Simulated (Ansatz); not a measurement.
# K: the cost of one run

Computed with Ansatz 0.2.0 (DFT PBEsol, scalar-relativistic, plane waves, PAW, unless a step's input says otherwise).

2 further runs of the same task are left out: 2 set aside as unsound or not needed.

## (1) The starting structure

Symmetry: C2/m, No. 12, monoclinic system. Conventional cell: a = 12.826 Å, b = 22.214 Å, c = 12.826 Å, α = 90.00°, β = 109.47°, γ = 90.00°. Only part of the 9 independent sites is listed.

As a file:

```cif
data_structure
_symmetry_space_group_name_H-M 'C2/m'
_symmetry_Int_Tables_number 12
_cell_length_a 12.8255
_cell_length_b 22.2145
_cell_length_c 12.8255
_cell_angle_alpha 90.000
_cell_angle_beta 109.471
_cell_angle_gamma 90.000
_cell_volume 3445.17
loop_
_atom_site_label
_atom_site_type_symbol
_atom_site_symmetry_multiplicity
_atom_site_Wyckoff_symbol
_atom_site_fract_x
_atom_site_fract_y
_atom_site_fract_z
_atom_site_occupancy
K1 K 8 j 0.37500 0.33333 0.62500 1
K2 K 4 i 0.37500 0.00000 0.62500 1
K3 K 4 i 0.87500 0.00000 0.12500 1
K4 K 8 j 0.25000 0.33333 0.25000 1
K5 K 4 i 0.25000 0.00000 0.25000 1
K6 K 4 h 0.50000 0.16667 0.50000 1
K7 K 8 j 0.12500 0.33333 0.87500 1
K8 K 4 g 0.00000 0.16667 0.00000 1
K9 K 2 b 0.50000 0.00000 0.00000 1
```

It is built from the cell relaxed beforehand with the same method (71.77 Å³/atom).

## (2) The vacancy and the jump

The supercell lacks one K atom, at fractional position (0.750, 0.000, 0.750), and holds 23 atoms. Atom 2 (K), 4.53 Å away, is to jump into the empty site. The cell is fixed.

## (3) Relaxing around the vacancy

Input file input.yaml:

```yaml
crystal:
  lattice:
    - [-5.236, 5.236, -10.472]
    - [5.236, 10.472, -5.236]
    - [5.236, -5.236, -10.472]
  atoms:
    - { symbol: K, position: [0.7083333333, 0.3333333333, 0.875] }
    - { symbol: K, position: [0.375, 0.0, 0.875] }
    - { symbol: K, position: [0.875, 0.0, 0.375] }
    - { symbol: K, position: [0.8333333333, 0.3333333333, 0.5] }
    - { symbol: K, position: [0.7916666667, 0.6666666667, 0.625] }
    - { symbol: K, position: [0.5, 0.0, 0.5] }
    - { symbol: K, position: [0.4583333333, 0.3333333333, 0.625] }
    - { symbol: K, position: [0.4166666667, 0.6666666667, 0.75] }
    - { symbol: K, position: [0.125, 0.0, 0.625] }
    - { symbol: K, position: [0.0833333333, 0.3333333333, 0.75] }
    - { symbol: K, position: [0.0416666667, 0.6666666667, 0.875] }
    - { symbol: K, position: [0.9583333333, 0.3333333333, 0.125] }
    - { symbol: K, position: [0.9166666667, 0.6666666667, 0.25] }
    - { symbol: K, position: [0.625, 0.0, 0.125] }
    - { symbol: K, position: [0.5833333333, 0.3333333333, 0.25] }
    - { symbol: K, position: [0.5416666667, 0.6666666667, 0.375] }
    - { symbol: K, position: [0.25, 0.0, 0.25] }
    - { symbol: K, position: [0.2083333333, 0.3333333333, 0.375] }
    - { symbol: K, position: [0.1666666667, 0.6666666667, 0.5] }
    - { symbol: K, position: [0.6666666667, 0.6666666667, 0.0] }
    - { symbol: K, position: [0.3333333333, 0.3333333333, 0.0] }
    - { symbol: K, position: [0.2916666667, 0.6666666667, 0.125] }
    - { symbol: K, position: [0.0, 0.0, 0.0] }
basis:
  ecutwfc: 420
kpoints:
  mp_grid: { grid: [2, 2, 2] }
hamiltonian:
  xc: pbesol
scf:
  occupations: { method: gaussian, width: 0.1 }
output:
  forces: true
  stress: true
  eigenvalues: true
  write_density: true
  write_potential: true
  elf: true
  volumetric_format: npy
relax:
  adjacent_minimum: "off"
  f_tol: 0.02
  max_steps: 50
```

Started as:

```console
ansatz run input.yaml --threads 4 --pin off --max-ram 9216MiB --backend cpu --events-out ev --progress --plain --runs-dir out
```

What time and memory should one allow on 4 threads of Arm Neoverse V1, shared host?

About 3 min, with a peak of 4.5 GiB.
